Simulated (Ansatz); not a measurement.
**CH₅Cl₃Si₂: basis-set convergence**

The task here is to estimate one member of a computed series from the others.

Method: one geometry, several basis sets; program: Ansatz 0.2.0, Gaussian basis.

Levels to be run: PBE0-D4/def2-SVP; ωB97M-V/def2-SVP; PBE0-D4/def2-QZVPP; ωB97M-V/def2-QZVPP; the functionals' def2-TZVPP values are taken from earlier runs.

1 further run of the same task is left out (it didn't finish).

**The relaxed structure**

An earlier PBE0-D4 in a triple-zeta def2 set relaxation fixed the geometry.

11 atoms, charge 0, spin multiplicity 1.

Atoms are counted from 1 here; the program's logs count them from 0.

Bond lengths: Cl1–Si2 2.058 Å, Si2–C3 1.868 Å, Si2–H7 1.482 Å, Si2–H8 1.478 Å, C3–Si4 1.849 Å, C3–H9 1.094 Å, C3–H10 1.096 Å, Si4–Cl5 2.045 Å, Si4–Cl6 2.049 Å, Si4–H11 1.476 Å. Angles: Cl1–Si2–C3 109.2°, Cl1–Si2–H7 107.5°, Cl1–Si2–H8 107.8°, C3–Si2–H7 110.7°, C3–Si2–H8 111.1°, H7–Si2–H8 110.5°, Si2–C3–Si4 114.2°, Si2–C3–H9 109.1°, Si2–C3–H10 108.9°, Si4–C3–H9 109.4°, Si4–C3–H10 107.5°, H9–C3–H10 107.5°, C3–Si4–Cl5 110.6°, C3–Si4–Cl6 109.4°, C3–Si4–H11 112.5°, Cl5–Si4–Cl6 108.9°, Cl5–Si4–H11 107.8°, Cl6–Si4–H11 107.6°.

Set-up of the first run:

Contents of in.yaml:

```yaml
crystal:
  periodic: [false, false, false]
  atoms:
    - {symbol: Cl, position_ang: [-3.133509, -0.727083, -0.815529]}
    - {symbol: Si, position_ang: [-1.097290, -0.506623, -1.017846]}
    - {symbol: C, position_ang: [-0.418404, 0.341155, 0.501383]}
    - {symbol: Si, position_ang: [1.411922, 0.180647, 0.705569]}
    - {symbol: Cl, position_ang: [2.082753, 1.418164, 2.189057]}
    - {symbol: Cl, position_ang: [2.339439, 0.687114, -1.050319]}
    - {symbol: H, position_ang: [-0.515668, -1.861985, -1.166438]}
    - {symbol: H, position_ang: [-0.848773, 0.299704, -2.231901]}
    - {symbol: H, position_ang: [-0.689212, 1.401111, 0.470039]}
    - {symbol: H, position_ang: [-0.888950, -0.093595, 1.390642]}
    - {symbol: H, position_ang: [1.823193, -1.195508, 1.045844]}
basis:
  gaussian: {orbitals: def2-SVP}
hamiltonian: {xc: pbe0, dispersion: d4}
output: {orbitals: {seedname: orbitals}}
```

The run is started by

```
> ansatz run in.yaml --threads 2 --pin off --events-out ev --progress --plain --max-ram 32768MiB --backend cpu
```

Among the steps run: PBE0-D4 in def2-SVP; ωB97M-V in def2-SVP; PBE0-D4 in def2-QZVPP; ωB97M-V in def2-QZVPP.

One of the session's tables, all rows but one given; the rest of the session is left out.

| functional | basis | HOMO (eV) | LUMO (eV) |
| --- | --- | --- | --- |
| PBE0-D4 | def2-SVP | -8.70 | -0.03 |
| PBE0-D4 | def2-TZVPP | -8.80 | -0.32 |
| PBE0-D4 | def2-QZVPP | ? | ? |
| ωB97M-V | def2-SVP | -10.83 | 1.97 |
| ωB97M-V | def2-TZVPP | -10.97 | 1.58 |
| ωB97M-V | def2-QZVPP | -11.01 | 1.31 |

Q: Estimate the row for PBE0-D4, def2-QZVPP from the others.

**Answer.** HOMO (eV): -8.82; LUMO (eV): -0.44. In the column «HOMO (eV)» it lies between ωB97M-V, def2-SVP (-10.83) and PBE0-D4, def2-TZVPP (-8.80).
